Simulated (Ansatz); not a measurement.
# GeW2: the cost of one run

Program: Ansatz 0.2.0. Level of theory: DFT PBE, scalar-relativistic, plane waves, PAW. These are calculated values, not measurements.

1 further run of the same task is left out (it didn't finish).

## (1) Starting point

The structure is tetragonal, space group I4/mmm (No. 139). Conventional cell: a = 3.998 Å, b = 3.998 Å, c = 6.558 Å, α = 90.00°, β = 90.00°, γ = 90.00°. Ge (site symmetry 4/mmm) has 10 W at 2.67 to 2.89 Å as nearest neighbours. W (site symmetry 4mm) is surrounded by 1 W at 1.22 Å.

Coordinates:

```
Ge W
1.0
    -1.99915    1.99915    3.27882
     1.99915   -1.99915    3.27882
     1.99915    1.99915   -3.27882
Ge W
1 2
Direct
  0.00000 0.00000 0.00000
  0.59300 0.59300 0.00000
  0.40700 0.40700 0.00000
```

(A quick probe on a coarse mesh, which set the mesh and smearing, is not shown.)

## (3) Rough relaxation on the coarse mesh

input.yaml

```yaml
crystal:
  lattice:
    - [-1.9991535999, 1.9991535999, 3.2788174723]
    - [1.9991535999, -1.9991535999, 3.2788174723]
    - [1.9991535999, 1.9991535999, -3.2788174723]
  atoms:
    - { symbol: Ge, position: [0.0, 0.0, 0.0] }
    - { symbol: W, position: [0.593, 0.593, 0.0] }
    - { symbol: W, position: [0.407, 0.407, 0.0] }
basis:
  ecutwfc: 420
kpoints:
  mp_grid: { grid: [6, 6, 6] }
hamiltonian:
  xc: pbe
scf:
  occupations: { method: gaussian, width: 0.1 }
  lower_state_search: "off"
output:
  forces: true
  stress: true
  eigenvalues: true
relax:
  adjacent_minimum: "off"
  f_tol: 0.04
  max_steps: 70
  cell: { stress_tol: 0.4 }
```

Run with:

```bash
ansatz run input.yaml --threads 1 --pin off --max-ram 2560MiB --backend cpu --events-out ev --progress --plain --runs-dir out
```

What time and memory should one allow on 1 thread of Intel Xeon Platinum 8259CL at 2.50GHz (Skylake/Cascade Lake), shared host?

About 69 s, with a peak of 0.45 GiB.
